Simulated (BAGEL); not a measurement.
**CH5BClN (SMILES CNBCl) at HF/STO-3G (density fitting with qzvpp-jkfit)**

What is the energy change on altering one bond length of CH5BClN at HF/STO-3G (density fitting with qzvpp-jkfit)? 

Program for the calculation: BAGEL 1.2.2.

3 further runs of the same task are left out: 1 that didn't finish, 2 set aside as unsound or not needed.

## (1) The molecule

CH5BClN: 9 atoms, total charge 0, spin state singlet. As SMILES, `CNBCl`. Geometry: relaxed at PBE0-D4/def2-TZVP. This is one conformer, not always the lowest.

Bond lengths: C1–N2 1.445 Å, N2–B3 1.381 Å, B3–Cl4 1.771 Å, C1–H5 1.094 Å, C1–H6 1.094 Å, C1–H7 1.090 Å, N2–H8 1.009 Å, B3–H9 1.192 Å. Some angles: C1–N2–B3 126.0°, N2–B3–Cl4 119.6°, C1–N2–H8 115.0°, B3–N2–H8 119.0°, N2–C1–H5 111.4°, N2–C1–H6 111.4°, N2–C1–H7 109.2°, N2–B3–H9 121.5°, Cl4–B3–H9 118.9°, H5–C1–H6 108.3°.

## (2) A single-point energy at HF/STO-3G (density fitting with qzvpp-jkfit)

File input.json:

```json
{ "bagel": [

{
  "title": "molecule",
  "basis": "sto-3g",
  "df_basis": "qzvpp-jkfit",
  "angstrom": "true",
  "geometry": [
    { "atom": "C", "xyz": [       0.510100,       0.482100,      -0.973400 ] },
    { "atom": "N", "xyz": [      -0.407900,      -0.226000,      -0.111700 ] },
    { "atom": "B", "xyz": [      -0.261100,      -0.415200,       1.248200 ] },
    { "atom": "Cl", "xyz": [      -1.495300,      -1.314500,       2.144800 ] },
    { "atom": "H", "xyz": [       0.907000,      -0.170400,      -1.756500 ] },
    { "atom": "H", "xyz": [       0.027900,       1.338900,      -1.452800 ] },
    { "atom": "H", "xyz": [       1.346700,       0.849900,      -0.380000 ] },
    { "atom": "H", "xyz": [      -1.220500,      -0.605500,      -0.573900 ] },
    { "atom": "H", "xyz": [       0.681600,       0.014200,       1.838200 ] }
  ]
},

{
  "title": "hf"
},

{
  "title": "print",
  "file": "orbitals.molden",
  "orbitals": "true"
}

]}
```

Launch:

```bash
$ BAGEL_NUM_THREADS=1 BAGEL input.json > input.out
```

Log:

```text
* using 1 threads per process

  ===============================================================
  ===============================================================

  *** Geometry ***

  { "atom" : "C", "xyz" : [      0.963949,      0.911037,     -1.839459 ] },
  { "atom" : "N", "xyz" : [     -0.770819,     -0.427078,     -0.211082 ] },
  { "atom" : "B", "xyz" : [     -0.493407,     -0.784614,      2.358756 ] },
  { "atom" : "Cl", "xyz" : [     -2.825707,     -2.484045,      4.053085 ] },
  { "atom" : "H", "xyz" : [      1.713982,     -0.322009,     -3.319304 ] },
  { "atom" : "H", "xyz" : [      0.052723,      2.530154,     -2.745394 ] },
  { "atom" : "H", "xyz" : [      2.544894,      1.606078,     -0.718096 ] },
  { "atom" : "H", "xyz" : [     -2.306411,     -1.144229,     -1.084514 ] },
  { "atom" : "H", "xyz" : [      1.288037,      0.026834,      3.473695 ] },

  Number of auxiliary basis functions:      445

  Since a DF basis is specified, we compute 2- and 3-index integrals:
    o Being stored without compression. Storage requirement is 0.003 GB

  Number of basis functions:       29
  Number of electrons      :       40

    * METHOD: MOLECULE                             0.14

  *** RHF ***

  === Nuclear Repulsion ===
   139.5267325477

      * DIIS with orbital gradients will be used.

  === RHF iteration (sto-3g) ===
      0       -573.05084846          0.01162801           0.01
      1       -573.09984224          0.00280813           0.01
      2       -573.10246165          0.00085371           0.01
      3       -573.10272478          0.00016847           0.01
      4       -573.10273418          0.00003570           0.01
      5       -573.10273486          0.00000673           0.01
      6       -573.10273489          0.00000147           0.01
      7       -573.10273489          0.00000037           0.01
      8       -573.10273489          0.00000010           0.01
      9       -573.10273489          0.00000003           0.01
     10       -573.10273489          0.00000001           0.01
    * SCF iteration converged.

    * Permanent dipole moment:
           (   -0.471843,    -0.507482,     1.153196) a.u.

    * METHOD: HF                                   0.23

    * METHOD: PRINT                                0.00

  ===============================================================
```

Run time: 0.5 s. Hardware: 1 thread of Arm Neoverse V1, shared host; peak memory 0.081 GiB.

## (3) The distorted shape

File hf.json:

```json
{ "bagel": [

{
  "title": "molecule",
  "basis": "sto-3g",
  "df_basis": "qzvpp-jkfit",
  "angstrom": "true",
  "geometry": [
    { "atom": "C", "xyz": [       0.488085,       0.510473,      -1.177338 ] },
    { "atom": "N", "xyz": [      -0.429915,      -0.197627,      -0.315638 ] },
    { "atom": "B", "xyz": [      -0.261100,      -0.415200,       1.248200 ] },
    { "atom": "Cl", "xyz": [      -1.495300,      -1.314500,       2.144800 ] },
    { "atom": "H", "xyz": [       0.884985,      -0.142027,      -1.960438 ] },
    { "atom": "H", "xyz": [       0.005885,       1.367273,      -1.656738 ] },
    { "atom": "H", "xyz": [       1.324685,       0.878273,      -0.583938 ] },
    { "atom": "H", "xyz": [      -1.242515,      -0.577127,      -0.777838 ] },
    { "atom": "H", "xyz": [       0.681600,       0.014200,       1.838200 ] }
  ]
},

{ "title": "hf" },

{ "title": "print", "file": "orbitals.molden", "orbitals": "true" }

]}
```

Launch:

```bash
$ BAGEL_NUM_THREADS=1 BAGEL hf.json > hf.out
```

Log:

```text
* using 1 threads per process

  ===============================================================
  ===============================================================

  *** Geometry ***

  { "atom" : "C", "xyz" : [      0.922347,      0.964654,     -2.224846 ] },
  { "atom" : "N", "xyz" : [     -0.812422,     -0.373461,     -0.596469 ] },
  { "atom" : "B", "xyz" : [     -0.493407,     -0.784614,      2.358756 ] },
  { "atom" : "Cl", "xyz" : [     -2.825707,     -2.484045,      4.053085 ] },
  { "atom" : "H", "xyz" : [      1.672379,     -0.268392,     -3.704691 ] },
  { "atom" : "H", "xyz" : [      0.011121,      2.583772,     -3.130781 ] },
  { "atom" : "H", "xyz" : [      2.503292,      1.659695,     -1.103483 ] },
  { "atom" : "H", "xyz" : [     -2.348013,     -1.090612,     -1.469901 ] },
  { "atom" : "H", "xyz" : [      1.288037,      0.026834,      3.473695 ] },

  Number of auxiliary basis functions:      445

  Since a DF basis is specified, we compute 2- and 3-index integrals:
    o Being stored without compression. Storage requirement is 0.003 GB

  Number of basis functions:       29
  Number of electrons      :       40

    * METHOD: MOLECULE                             0.14

  *** RHF ***

  === Nuclear Repulsion ===
   134.6024559042

      * DIIS with orbital gradients will be used.

  === RHF iteration (sto-3g) ===
      0       -573.00217520          0.01406639           0.02
      1       -573.06180446          0.00467344           0.01
      2       -573.06747071          0.00122248           0.01
      3       -573.06799825          0.00020584           0.01
      4       -573.06801824          0.00006506           0.01
      5       -573.06802106          0.00001541           0.01
      6       -573.06802122          0.00000384           0.01
      7       -573.06802123          0.00000087           0.01
      8       -573.06802123          0.00000023           0.01
      9       -573.06802123          0.00000008           0.01
     10       -573.06802123          0.00000002           0.01
     11       -573.06802123          0.00000001           0.01
    * SCF iteration converged.

    * Permanent dipole moment:
           (   -0.435805,    -0.413486,     0.791480) a.u.

    * METHOD: HF                                   0.26

    * METHOD: PRINT                                0.00

  ===============================================================
```

Run time: 0.52 s. Hardware: 1 thread of Arm Neoverse V1, shared host; peak memory 0.081 GiB.

## (4) What came out

Level: HF/STO-3G (density fitting with qzvpp-jkfit).

| quantity | value |
| --- | --- |
| first shape: total energy | -573.10273 Eh |
| first shape: dipole moment | 3.42 D |
| first shape: HOMO energy | -9.47 eV |
| first shape: LUMO energy | 8.17 eV |
| first shape: HOMO–LUMO gap | 17.64 eV |
| distorted shape: total energy | -573.06802 Eh |
| distorted shape: dipole moment | 2.53 D |
| distorted shape: HOMO energy | -8.62 eV |
| distorted shape: LUMO energy | 6.91 eV |
| distorted shape: HOMO–LUMO gap | 15.53 eV |
| energy change with the N2–B3 bond stretched from 1.381 to 1.588 Å | 0.945 eV |

What this shows: With the N2–B3 bond stretched from 1.381 to 1.588 Å the energy rises by 0.94 eV (91.1 kJ/mol). The first shape isn't relaxed at this level, so the change isn't measured from a minimum. The minimal basis adds a large error of its own.
